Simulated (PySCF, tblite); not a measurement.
**C₂F₂O₄Si: geometry, infrared bands and NMR shifts**

What infrared bands and NMR shifts should C₂F₂O₄Si (`O=C1O[Si](F)(F)OC1=O`) show?

Programs: tblite 0.8.0 and PySCF 2.14.0, with density-fitted response routines of our own. Each step states its level of theory. These are calculated values for one molecule in the gas phase, unless marked as measured. Atoms count from 0, in the outputs and in this text.

### 1 Starting geometry

9 atoms, charge 0, multiplicity 1; geometry from: force field or distance geometry start.

Bonds of the start (Å): O0–C1 1.21, C1–O2 1.36, O2–Si3 1.64, Si3–F4 1.60, Si3–F5 1.59, Si3–O6 1.64, O6–C7 1.34, C7–O8 1.21, C7–C1 1.57.

### 2 Geometry optimisation with GFN2-xTB

What the job is given:

```
{"job": {"kind": "relax", "xc": "GFN2-xTB", "basis": "xTB"}, "charge": 0, "multiplicity": 1}
O     -2.121900    -1.325100     0.045900
C     -1.086400    -0.704700     0.016600
O      0.151900    -1.267100     0.123700
Si     1.286900    -0.082100     0.042800
F      2.121100    -0.030300     1.412700
F      2.208900    -0.273700    -1.232500
O      0.325800     1.233700    -0.108400
C     -0.961200     0.855700    -0.110100
O     -1.911500     1.599600    -0.216000
```

Command:

```console
OMP_NUM_THREADS=1 python probes_run.py task.json out
```

This one command runs all jobs of the session in turn.

**Question.** This job is followed by: GFN2-xTB harmonic vibrations, gas phase; GIAO PBE0/pcSseg-1 NMR shielding, non-relativistic, gas phase. What will the session give for the following? strongest single infrared mode (GFN2-xTB); zero-point energy (GFN2-xTB); 13C shifts against TMS (PBE0/pcSseg-1, means over atoms taken as alike); 17O shifts against H2O (PBE0/pcSseg-1, means over atoms taken as alike); 29Si shifts against TMS (PBE0/pcSseg-1); 19F shifts against CFCl3 (PBE0/pcSseg-1, means over atoms taken as alike).

As calculated:

| quantity | value |
| --- | --- |
| strongest single infrared mode (GFN2-xTB) | 1143 cm⁻¹, 771 km/mol |
| zero-point energy (GFN2-xTB) | 20.7 kcal/mol |
| 13C shifts against TMS (PBE0/pcSseg-1, means over atoms taken as alike) | 154.9 ppm |
| 17O shifts against H2O (PBE0/pcSseg-1, means over atoms taken as alike) | 489.9, 215.4 ppm |
| 29Si shifts against TMS (PBE0/pcSseg-1) | -85.7 ppm |
| 19F shifts against CFCl3 (PBE0/pcSseg-1, means over atoms taken as alike) | -162.5 ppm |

In words: The optimisation took 16 steps and gained 0.153 eV; among the close pairs (by a distance rule), Si3–F4 changed most, from 1.605 to 1.573 Å. All 21 modes are real, so the xTB geometry is a minimum. The strongest single mode, at 1143 cm⁻¹, is carried by C7, C1, O6, O2. GFN2-xTB is a fitted tight-binding method: band positions and strengths are rough. Its intensities can rank the bands wrongly. At PBE0/pcSseg-1: Shielding is most anisotropic at O0, O8 (span 766 ppm, paramagnetic term -550 ppm).
